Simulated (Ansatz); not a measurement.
The system is ReSbN.

```
CELL_PARAMETERS angstrom
3.43212 0.00000 0.00000
0.00000 3.43212 0.00000
0.00000 0.00000 8.59263
ATOMIC_POSITIONS crystal
Re 0.00000 0.50000 0.87324
Re 0.50000 0.00000 0.12676
Sb 0.00000 0.50000 0.33346
Sb 0.50000 0.00000 0.66654
N 0.00000 0.00000 0.00000
N 0.50000 0.50000 0.00000
```

The cell comes from a database or a generator and needn't be the stable form of this composition.

| Item | Value |
| --- | --- |
| Program | Ansatz 0.2.0 |
| Task | relaxation of cell and atoms |
| Functional | LDA |
| Potentials or basis | Ansatz PAW |
| Cutoff | 420 eV (not typed: the program's choice for these potentials) |
| k mesh | 8 × 8 × 3 |
| Occupations | fermi-dirac, width 0.05 eV |
| Spin | no spin polarisation |
| Hubbard terms | Re d U = 2 eV |

At the start: volume 16.87 Å³/atom.

Task: Where does the relaxation end?

Result: It ends after 8 steps and the volume is 15.84 Å³/atom (-6.1 %); space group P4/nmm (No. 129, to 0.05 Å).

Step by step:
| step | energy change (eV) | largest force (eV/Å) | volume (Å³) |
| --- | --- | --- | --- |
| 1 | 0.0000 | 0.9455 | 101.22 |
| 2 | -0.0441 | 1.0026 | 91.13 |
| 3 | -0.2003 | 0.1229 | 95.49 |
| 4 | -0.2022 | 0.0886 | 95.47 |
| 5 | -0.2040 | 0.0064 | 95.11 |
| 6 | -0.1951 | 0.0065 | 95.11 |
| 7 | -0.1952 | 0.0002 | 95.03 |
| 8 | -0.1951 | 0.0001 | 95.03 |

Final structure:
```xyz
6
Lattice="3.3669 0.0000 0.0000 0.0000 3.3669 0.0000 0.0000 0.0000 8.3829" Properties=species:S:1:pos:R:3 pbc="T T T"
Re    0.0000    1.6835    7.3102
Re    1.6835    0.0000    1.0728
Sb    0.0000    1.6835    2.8050
Sb    1.6835    0.0000    5.5779
N     0.0000    0.0000    0.0000
N     1.6835    1.6835    0.0000
```

Caveat: the plane-wave basis is chosen anew once the cell has moved, so the energies of steps on either side of that aren't comparable; the pressure holds a Pulay correction of +0.3 GPa for the finite cutoff; U without spin polarisation on a metal has little footing; the PAW data sets come from PBE, with cores solved anew for the run's functional, which leaves a small shift of forces and pressure.
